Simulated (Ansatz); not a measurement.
# GeH₄Cl radical: a barrier at many levels of theory

Aim: the barrier and energy of one elementary step (Cl1–H3 formed, Cl1–Ge2 broken) from LDA up to coupled cluster, on fixed structures, to see where each rung fails.

Program: Ansatz 0.2.0, Gaussian basis. Level of theory: single points in def2-TZVPP on PBE0-D4/def2-TZVP structures. These are calculated values, not measurements.

Levels: SPW92, PBE-D4, BLYP-D4, r2SCAN-D4, B97M-V, PBE0-D4, B3LYP-D4, r2SCAN0-D4, BHLYP-D4, CAM-B3LYP-D4, wB97X-V, wB97M-V, B2PLYP, PBE-QIDH, RPA on PBE, Hartree-Fock, MP2, CCSD, CCSD(T). The reference is CCSD(T) at the basis limit, from triple and quadruple zeta. Zero-point energies come from PBE0-D4 vibrations.

Correlated methods freeze the cores. Filled d shells of the heavier atoms are correlated. Orbitals are unrestricted. B3LYP uses VWN-RPA correlation. B2PLYP carries no dispersion term here.

22 further runs of the same task are left out: 22 set aside as unsound or not needed.

## 1. Start, saddle and end, as given

Charge 0, multiplicity 2. The folders r, ts and p hold the start, the saddle and the end; their coordinates stand in the first inputs.

| pair | r (Å) | ts (Å) | p (Å) |
| --- | --- | --- | --- |
| Cl1–H3 | 3.453 | 1.609 | 1.280 |
| Cl1–Ge2 | 2.155 | 2.327 | 3.888 |

## 2. wB97M-V/def2-TZVPP

The input, r/in.yaml:

```yaml
crystal:
  periodic: [false, false, false]
  atoms:
    - {symbol: Cl, position_ang: [-0.682600, -0.845590, 0.002995]}
    - {symbol: Ge, position_ang: [0.671092, 0.831137, -0.003732]}
    - {symbol: H, position_ang: [-2.852126, -3.532153, 0.016092]}
    - {symbol: H, position_ang: [0.933631, 1.193218, -1.468879]}
    - {symbol: H, position_ang: [-0.021283, 1.973080, 0.746778]}
    - {symbol: H, position_ang: [1.951282, 0.380406, 0.706645]}
basis:
  gaussian: {orbitals: def2-TZVPP}
magnetization: {spin_polarized: true, initial_magnetization: 1}
hamiltonian: {xc: {name: wB97M-V}}
```

The input, ts/in.yaml:

```yaml
crystal:
  periodic: [false, false, false]
  atoms:
    - {symbol: Cl, position_ang: [-0.945418, -1.170996, 0.004799]}
    - {symbol: Ge, position_ang: [0.516415, 0.639670, -0.002868]}
    - {symbol: H, position_ang: [-1.956425, -2.422910, 0.010863]}
    - {symbol: H, position_ang: [0.774255, 0.995750, -1.471916]}
    - {symbol: H, position_ang: [-0.183384, 1.777725, 0.749707]}
    - {symbol: H, position_ang: [1.794554, 0.180859, 0.709313]}
basis:
  gaussian: {orbitals: def2-TZVPP}
magnetization: {spin_polarized: true, initial_magnetization: 1}
hamiltonian: {xc: {name: wB97M-V}}
```

The input, p/in.yaml:

```yaml
crystal:
  periodic: [false, false, false]
  atoms:
    - {symbol: Cl, position_ang: [-1.641131, -2.032586, 0.008780]}
    - {symbol: Ge, position_ang: [0.801385, 0.992449, -0.004524]}
    - {symbol: H, position_ang: [-2.445592, -3.028747, 0.013446]}
    - {symbol: H, position_ang: [1.074282, 1.367470, -1.471903]}
    - {symbol: H, position_ang: [0.117676, 2.148236, 0.747147]}
    - {symbol: H, position_ang: [2.093376, 0.553278, 0.706953]}
basis:
  gaussian: {orbitals: def2-TZVPP}
magnetization: {spin_polarized: true, initial_magnetization: 1}
hamiltonian: {xc: {name: wB97M-V}}
```

No record of the launch command was kept for these runs.

The runs that follow: CCSD(T)/def2-TZVPP; MP2/def2-QZVPP; Vibrations of the start structure; Vibrations of the end structure.

What does the calculation give? Wanted: barrier, CCSD(T)/CBS; reverse barrier, CCSD(T)/CBS; step energy, CCSD(T)/CBS; barrier with zero-point energy; step energy with zero-point energy; imaginary mode at the saddle; largest T1 diagnostic.

The runs gave:

| quantity | value |
| --- | --- |
| barrier, CCSD(T)/CBS | 0.564 eV |
| reverse barrier, CCSD(T)/CBS | 0.881 eV |
| step energy, CCSD(T)/CBS | -0.318 eV |
| barrier with zero-point energy | 0.566 eV |
| step energy with zero-point energy | -0.246 eV |
| imaginary mode at the saddle | 664i cm⁻¹ |
| largest T1 diagnostic | 0.016 |

In words: wB97M-V is the best functional here (+0.003 eV from CCSD(T)/CBS); SPW92 is the worst (-0.632 eV). Mean unsigned error by rung: LDA 0.632, GGA 0.381, meta-GGA 0.222, hybrid 0.166, range-separated hybrid 0.066, double hybrid 0.070 eV. PBE-D4 gives a barrier 0.358 eV too low, outside chemical accuracy (1 kcal/mol, 0.043 eV). Every functional without exact exchange puts the barrier too low, the usual mark of self-interaction error, which favours the spread-out density of a saddle. The barrier rises with the share of exact exchange, from BLYP-D4 through B3LYP-D4 to BHLYP-D4 (-0.403, -0.260, -0.035 eV). Hartree-Fock, with no correlation, is off by +0.613 eV. The end structure keeps an imaginary mode: no true minimum.
